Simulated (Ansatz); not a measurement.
# Y5Si3C: the cost of one run

Method: DFT, PBE, plane-wave PAW, default files, scalar-relativistic, as far as a step names no other, in Ansatz 0.2.0.

1 further run of the same task is left out (it didn't finish).

### Step 1. The starting structure

Symmetry: P6_3/mcm, No. 193, hexagonal system. The conventional cell has a = 8.450 Å, b = 8.450 Å, c = 6.467 Å, α = 90.00°, β = 90.00°, γ = 120.00°. Y (site symmetry 32) has 6 Si at 3.03 Å and 2 Y at 3.23 Å as nearest neighbours. Around Y (site symmetry m2m) lie 2 C at 2.49 Å and 3 Si at 3.00 to 3.11 Å. Si (site symmetry m2m) has 7 Y at 3.00 to 3.11 Å as nearest neighbours. C (site symmetry -3m) is surrounded by 6 Y at 2.49 Å.

Structure file:

```
CELL_PARAMETERS angstrom
8.45045 0.00000 0.00000
-4.22522 7.31830 0.00000
0.00000 0.00000 6.46667
ATOMIC_POSITIONS crystal
Y 0.33333 0.66667 0.50000
Y 0.66667 0.33333 0.50000
Y 0.66667 0.33333 0.00000
Y 0.33333 0.66667 0.00000
Y 0.77648 0.00000 0.25000
Y 0.00000 0.77648 0.25000
Y 0.22352 0.22352 0.25000
Y 0.22352 0.00000 0.75000
Y 0.00000 0.22352 0.75000
Y 0.77648 0.77648 0.75000
Si 0.40898 0.00000 0.25000
Si 0.00000 0.40898 0.25000
Si 0.59102 0.59102 0.25000
Si 0.59102 0.00000 0.75000
Si 0.00000 0.59102 0.75000
Si 0.40898 0.40898 0.75000
C 0.00000 0.00000 0.50000
C 0.00000 0.00000 0.00000
```

### Step 2. Single point at the given positions

Input file input.yaml:

```yaml
crystal:
  lattice:
    - [8.4504498383, 0.0, 0.0]
    - [-4.2252249192, 7.3183042334, 0.0]
    - [0.0, 0.0, 6.466666]
  atoms:
    - { symbol: "Y", position: [0.3333333333, 0.6666666667, 0.5] }
    - { symbol: "Y", position: [0.6666666667, 0.3333333333, 0.5] }
    - { symbol: "Y", position: [0.6666666667, 0.3333333333, 0.0] }
    - { symbol: "Y", position: [0.3333333333, 0.6666666667, 0.0] }
    - { symbol: "Y", position: [0.776482, 0.0, 0.25] }
    - { symbol: "Y", position: [0.0, 0.776482, 0.25] }
    - { symbol: "Y", position: [0.223518, 0.223518, 0.25] }
    - { symbol: "Y", position: [0.223518, 0.0, 0.75] }
    - { symbol: "Y", position: [0.0, 0.223518, 0.75] }
    - { symbol: "Y", position: [0.776482, 0.776482, 0.75] }
    - { symbol: Si, position: [0.408981, 0.0, 0.25] }
    - { symbol: Si, position: [0.0, 0.408981, 0.25] }
    - { symbol: Si, position: [0.591019, 0.591019, 0.25] }
    - { symbol: Si, position: [0.591019, 0.0, 0.75] }
    - { symbol: Si, position: [0.0, 0.591019, 0.75] }
    - { symbol: Si, position: [0.408981, 0.408981, 0.75] }
    - { symbol: C, position: [0.0, 0.0, 0.5] }
    - { symbol: C, position: [0.0, 0.0, 0.0] }
kpoints:
  mp_grid: { grid: [5, 5, 5] }
scf:
  occupations: { method: fermi_dirac, width: 0.05 }
hamiltonian:
  xc: pbe
  pseudopotentials: { kind: paw }
output:
  forces: true
  stress: true
  populations: true
  efg: { contact_densities: true }
```

Run with:

```
> ansatz run input.yaml --threads 1 --pin off --max-ram 2560MiB --backend cpu --events-out ev --progress --plain --runs-dir out
```

**Question.** How long does this run take on 1 thread of Arm Neoverse V1, shared host, and how much memory does it need?

About 71 s, with a peak of 0.84 GiB.
